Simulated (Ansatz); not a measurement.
# CH10B2Si2: the cost of one run

Method: RKS PBE-D4/def2-SVP, in Ansatz 0.2.0.

### 1 The system as given

Bond lengths: B1–Si2 1.875 Å, Si2–C3 1.861 Å, C3–B4 1.536 Å, B4–Si5 1.946 Å, B1–H6 1.230 Å, B1–H7 1.189 Å, Si2–H8 1.439 Å, Si2–H9 1.512 Å, C3–H10 1.127 Å, C3–H11 1.130 Å, B4–H12 1.197 Å, Si5–H13 1.439 Å, Si5–H14 1.449 Å, Si5–H15 1.478 Å. Angles (14 of 24 angles, heavy atoms first): B1–Si2–C3 109.7°, Si2–C3–B4 114.1°, C3–B4–Si5 122.5°, B1–Si2–H8 111.1°, B1–Si2–H9 107.7°, C3–Si2–H8 108.4°, C3–Si2–H9 110.3°, Si2–B1–H6 122.8°, Si2–B1–H7 122.2°, Si2–C3–H10 108.3°, Si2–C3–H11 107.6°, B4–C3–H10 111.7°, B4–C3–H11 108.6°, C3–B4–H12 118.9°.

Structure file:

```xyz
15

B    -1.5089    0.3147    1.7227
Si   -0.0884   -0.9076    1.6567
C     1.0911   -0.4255    0.2997
B     0.5061   -0.5503   -1.1147
Si    0.1679    0.9957   -2.2476
H    -1.3426    1.5220    1.8927
H    -2.6356   -0.0117    1.5313
H    -0.5639   -2.2398    1.3937
H     0.6110   -0.8711    2.9968
H     1.4616    0.6185    0.5065
H     1.9936   -1.1008    0.3766
H     0.0658   -1.6060   -1.4665
H     1.4210    1.6308   -2.5609
H    -0.5363    0.6182   -3.4563
H    -0.6642    1.9621   -1.5012
```

### 2 End point A

input.yaml

```yaml
crystal:
  periodic: [false, false, false]
  atoms:
    - { symbol: B, position_ang: [-1.5089, 0.3147, 1.7227] }
    - { symbol: Si, position_ang: [-0.0884, -0.9076, 1.6567] }
    - { symbol: C, position_ang: [1.0911, -0.4255, 0.2997] }
    - { symbol: B, position_ang: [0.5061, -0.5503, -1.1147] }
    - { symbol: Si, position_ang: [0.1679, 0.9957, -2.2476] }
    - { symbol: H, position_ang: [-1.3426, 1.522, 1.8927] }
    - { symbol: H, position_ang: [-2.6356, -0.0117, 1.5313] }
    - { symbol: H, position_ang: [-0.5639, -2.2398, 1.3937] }
    - { symbol: H, position_ang: [0.611, -0.8711, 2.9968] }
    - { symbol: H, position_ang: [1.4616, 0.6185, 0.5065] }
    - { symbol: H, position_ang: [1.9936, -1.1008, 0.3766] }
    - { symbol: H, position_ang: [0.0658, -1.606, -1.4665] }
    - { symbol: H, position_ang: [1.421, 1.6308, -2.5609] }
    - { symbol: H, position_ang: [-0.5363, 0.6182, -3.4563] }
    - { symbol: H, position_ang: [-0.6642, 1.9621, -1.5012] }
basis:
  gaussian: { orbitals: def2-SVP }
hamiltonian:
  xc: pbe
  dispersion: d4
relax:
  f_tol: 0.02
  max_steps: 50
output:
  orbitals: {}
```

Started as:

```
ansatz run input.yaml --threads 2 --pin off --max-ram 3072MiB --backend cpu --events-out ev --progress --plain --runs-dir out
```

**Question.** How long does this run take on 2 threads of Intel Xeon 6975P-C (Granite Rapids), shared host, and how much memory does it need?

About 64 s, with a peak of 0.19 GiB.
